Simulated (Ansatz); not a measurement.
Write a Python script for the Python package of Ansatz (0.2.0) that makes a short molecular-dynamics run of SiC, space group P6_3mc. Use: r2SCAN, norm-conserving potentials, the default cutoff (1200 eV here), 2×1×1 k-points, fixed occupations.

```xyz
4
Lattice="3.0760 0.0000 0.0000 -1.5380 2.6639 0.0000 0.0000 0.0000 5.0480" Properties=species:S:1:pos:R:3 pbc="T T T"
Si    0.0000    1.7759    0.0000
Si    1.5380    0.8880    2.5240
C     0.0000    1.7759    1.9435
C     1.5380    0.8880    4.4675
```

Script `sic_md.py`:
```python
"""A few tens of MD steps for SiC."""

import json

import ansatz
from ase import Atoms
from ase.neighborlist import neighbor_list
import numpy as np

atoms = Atoms(
    ["Si", "Si", "C", "C"],
    scaled_positions=[
        (1 / 3, 2 / 3, 0.0),
        (2 / 3, 1 / 3, 0.5),
        (1 / 3, 2 / 3, 0.385),
        (2 / 3, 1 / 3, 0.885),
    ],
    cell=[
        (3.076, 0.0, 0.0),
        (-1.538, 2.66389414, 0.0),
        (0.0, 0.0, 5.048),
    ],
    pbc=True,
)
crystal = ansatz.Crystal.from_ase(atoms)

# a small cell and a short run: a test of the set-up, no statistics
base = (
    crystal.supercell(1, 2, 1).calculation()
    .functional("r2scan")
    .pseudopotentials("nc")
    .kpoints(density=0.6)
    .occupations("fixed")
    .eigensolver("davidson", mixed_precision=False)
    .initial_density(normalization="atom")
    .scf(extra_bands=16, algorithm="direct_min")
    .md(ansatz.Ensemble.NPT_LANGEVIN, timestep=8.0 * ansatz.fs, steps=12, temperature=300, friction=0.05, pressure=5, initial_velocities="maxwell_boltzmann", seed=564)
)
result = base.run(threads=1, events_out="events.ndjson")
with open("events.ndjson") as stream:
    events = [json.loads(line) for line in stream]
steps = [e["data"] for e in events if e["event"] == "md_step"]
r = result.report

for s in steps[::1]:
    print("%3d %7.1f fs  total %.4f eV  T %6.1f K" % (s["step"], s["time_fs"], s["lagrangian_ev"] + s["e_kin_ev"], s["temperature_k"]))

temperature = np.array([s["temperature_k"] for s in steps])
print(f"mean temperature of the second half {temperature[len(steps) // 2 :].mean():.1f} K")

symbols = [site.symbol for site in result.lattice.sites]
pairs = np.concatenate([neighbor_list("d", Atoms(symbols, positions=s["positions_ang"], cell=result.lattice.cell_ang, pbc=True), 4.5) for s in steps[len(steps) // 2 :]])
counts, edges = np.histogram(pairs, bins=np.arange(0.5, 4.51, 0.25))
for low, count in zip(edges, counts / (len(symbols) * len(steps[len(steps) // 2 :]))):
    print(f"{low:4.2f}-{low + 0.25:4.2f} A  {count:6.2f} neighbours an atom")

track = np.array([s["positions_ang"] for s in steps])
names = np.array([site.symbol for site in result.lattice.sites])
for name in sorted(set(names)):
    msd = ((track[:, names == name] - track[0, names == name]) ** 2).sum(axis=2).mean(axis=1)
    print(f"mean square displacement of {name} (A^2):", np.round(msd[:: max(len(msd) // 6, 1)], 4))

with open("trajectory.xyz", "w") as handle:
    for s in steps[::5]:
        handle.write(f"{len(s['positions_ang'])}\nt = {s['time_fs']} fs\n")
        for site, xyz in zip(result.lattice.sites, s["positions_ang"]):
            handle.write("{} {:.4f} {:.4f} {:.4f}\n".format(site.symbol, *xyz))
```

```console
$ python sic_md.py
DeckWarning: md: disabling space-group detection — thermal motion breaks the input geometry's symmetry, so no spatial operation reduces the k-mesh or symmetrises the density; time reversal is kept, so that k and −k are solved as one point where they differ [...]
DeckWarning: basis.ecutwfc = 1200 eV, auto-derived from the records' recommended cutoffs: set by C (normal level)
  0     0.0 fs  total -1116.5057 eV  T  262.5 K
  1     8.0 fs  total -1116.4320 eV  T  187.6 K
  2    16.0 fs  total -1116.4009 eV  T  233.9 K
  3    24.0 fs  total -1116.3944 eV  T  136.0 K
  4    32.0 fs  total -1116.3870 eV  T  155.7 K
  5    40.0 fs  total -1116.3779 eV  T  152.3 K
  6    48.0 fs  total -1116.3438 eV  T  168.4 K
  7    56.0 fs  total -1116.3032 eV  T  281.4 K
  8    64.0 fs  total -1116.1017 eV  T  325.0 K
  9    72.0 fs  total -1116.0368 eV  T  328.9 K
 10    80.0 fs  total -1116.1981 eV  T  304.6 K
 11    88.0 fs  total -1116.2797 eV  T  265.4 K
 12    96.0 fs  total -1116.2415 eV  T  269.9 K
mean temperature of the second half 277.7 K
0.50-0.75 A    0.00 neighbours an atom
0.75-1.00 A    0.00 neighbours an atom
1.00-1.25 A    0.00 neighbours an atom
1.25-1.50 A    0.00 neighbours an atom
1.50-1.75 A    0.00 neighbours an atom
1.75-2.00 A    3.82 neighbours an atom
2.00-2.25 A    0.18 neighbours an atom
2.25-2.50 A    0.00 neighbours an atom
2.50-2.75 A    0.00 neighbours an atom
2.75-3.00 A    0.71 neighbours an atom
3.00-3.25 A   12.25 neighbours an atom
3.25-3.50 A    0.11 neighbours an atom
3.50-3.75 A    8.32 neighbours an atom
3.75-4.00 A    0.61 neighbours an atom
4.00-4.25 A    0.71 neighbours an atom
4.25-4.50 A   11.04 neighbours an atom
mean square displacement of C (A^2): [0.     0.004  0.0034 0.0051 0.0132 0.0097 0.0147]
mean square displacement of Si (A^2): [0.     0.004  0.0075 0.0058 0.0043 0.0091 0.0128]
```
(Warnings from the package without file and line, shortened.)

It writes `trajectory.xyz`:
```text
8
t = 0.0 fs
Si 0.0000 1.7759 0.0000
Si 1.5380 0.8880 2.5240
C 0.0000 1.7759 1.9435
C 1.5380 0.8880 4.4675
Si -1.5380 4.4398 0.0000
Si 0.0000 3.5519 2.5240
C -1.5380 4.4398 1.9435
C 0.0000 3.5519 4.4675
8
t = 40.0 fs
Si -0.0783 1.7631 -0.1153
Si 1.5611 0.8785 2.4574
C -0.0091 1.7590 2.0083
C 1.4963 0.9055 4.4001
Si -1.5237 4.4283 -0.0334
Si -0.0058 3.5226 2.5261
C -1.5410 4.4322 1.9059
C -0.0180 3.5377 4.4907
8
t = 80.0 fs
Si 0.0227 1.7753 -0.0442
Si 1.6327 0.8892 2.5317
C 0.0263 1.8530 1.8869
C 1.4818 0.8830 4.4574
Si -1.4935 4.4019 -0.0215
Si 0.1422 3.5786 2.5079
C -1.3972 4.4413 1.9280
C 0.0668 3.5153 4.4692
```

What to keep in mind:
- These settings explore the input space; cutoff and mesh may be short of convergence.
- Such functionals run on norm-conserving files made under PBE, which can move pressures by some GPa.
- The k-point mesh is coarse, and energy and stress weren't tested for convergence.
- The starting cell is as deposited in a crystallographic database; the results hold for this polymorph, which needn't be the stable one.
- A small cell, a coarse mesh and a very short run: it shows the set-up and gives no equilibrium averages.
- Timing: 12 min on 1 thread of Arm Neoverse V1, on a shared host, peak memory 1.2 GiB.

(Lines on the test bed's own set-up are left out of the output.)
